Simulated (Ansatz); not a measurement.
# ScSi2 and its elements: a formation energy from the elements

Program: Ansatz 0.2.0 through its Python package.

Run as a notebook:

**Cell 1**
```python
from collections import Counter
import warnings

import ansatz
import numpy as np
```

**Cell 2**
```python
PHASES = {
    "ScSi2": (
        [(3.66, 0.0, 0.0), (-1.83, 3.169653, 0.0), (0.0, 0.0, 3.87)],
        [
            ("Sc", (0.0, 0.0, 0.0)),
            ("Si", (1 / 3, 2 / 3, 0.5)),
            ("Si", (2 / 3, 1 / 3, 0.5)),
        ],
    ),
    "Sc": (
        [(3.309, 0.0, 0.0), (-1.6545, 2.865678, 0.0), (0.0, 0.0, 5.2733)],
        [
            ("Sc", (1 / 3, 2 / 3, 0.25)),
            ("Sc", (2 / 3, 1 / 3, 0.75)),
        ],
    ),
    "Si": (
        [(0.0, 2.71356, 2.71356), (2.71356, 0.0, 2.71356), (2.71356, 2.71356, 0.0)],
        [
            ("Si", (0.75, 0.75, 0.75)),
            ("Si", (0.5, 0.5, 0.5)),
        ],
    ),
}
```

**Cell 3**
```python
def build(vectors, sites):
    crystal = ansatz.Crystal(lattice=ansatz.Lattice.of(vectors))
    for symbol, position in sites:
        crystal = crystal.atom(symbol, position)
    return crystal


def solve(name, crystal):
    calc = (
        crystal.calculation()
        .functional("PBE")
        .basis(520)  # a bare number is in eV
        .kpoints(spacing=0.15)
        .occupations("fermi_dirac", width=0.05)
        .stress()
    )
    calc = calc.relax(force_tolerance=0.01, cell=True)
    return calc.run(threads=1)
```

**Cell 4**
```python
def counts(outcome):
    return Counter(site.symbol for site in outcome.lattice.sites)
```

**Cell 5**
```python
def formation_energy(outcome, mu):
    n = counts(outcome)
    return (outcome.report["energy_sigma0_ev"] - sum(k * mu[element] for element, k in n.items())) / sum(n.values())
```

**Cell 6**
```python
def volume_per_atom(outcome):
    return abs(np.linalg.det(outcome.lattice.cell_ang)) / len(outcome.lattice.sites)
```

**Cell 7**
```python
warnings.simplefilter("ignore", ansatz.DeckWarning)
```

**Cell 8**
```python
phases = {name: build(*cell) for name, cell in PHASES.items()}
```

**Cell 9**
```python
done = {name: solve(name, crystal) for name, crystal in phases.items()}
```

**Cell 10**
```python
# energy of one atom in its reference phase
references = {"Sc": "Sc", "Si": "Si"}
mu = {element: done[name].report["energy_sigma0_ev"] / len(done[name].lattice.sites) for element, name in references.items()}
```

**Cell 11**
```python
target = done["ScSi2"]
heat = formation_energy(target, mu)
rows = [(name, len(o.lattice.sites), volume_per_atom(o), formation_energy(o, mu)) for name, o in done.items()]
print("     phase       atoms  V (A^3/atom)  E_form (eV/atom)")
for row in rows:
    print(f"{str(row[0]):>10}  {row[1]:10d}  {row[2]:12.3f}  {row[3]:16.4f}")
```
Output:
```text
     phase       atoms  V (A^3/atom)  E_form (eV/atom)
     ScSi2           3        16.990           -0.3741
        Sc           2        24.646            0.0000
        Si           2        20.456            0.0000
```

The cells come from databases of deposited and of computed structures, and not all need be stable phases. The compound is the structure given, not necessarily its lowest; energies are at zero temperature, with no correction for gases. A semilocal functional's error on such energies is often 0.05 to 0.1 eV an atom, and 0.1 to 0.3 eV against gases such as O2 or F2. It ran for 77 s on 1 thread of Arm Neoverse V2, with other jobs on the host, peak memory 0.52 GiB.
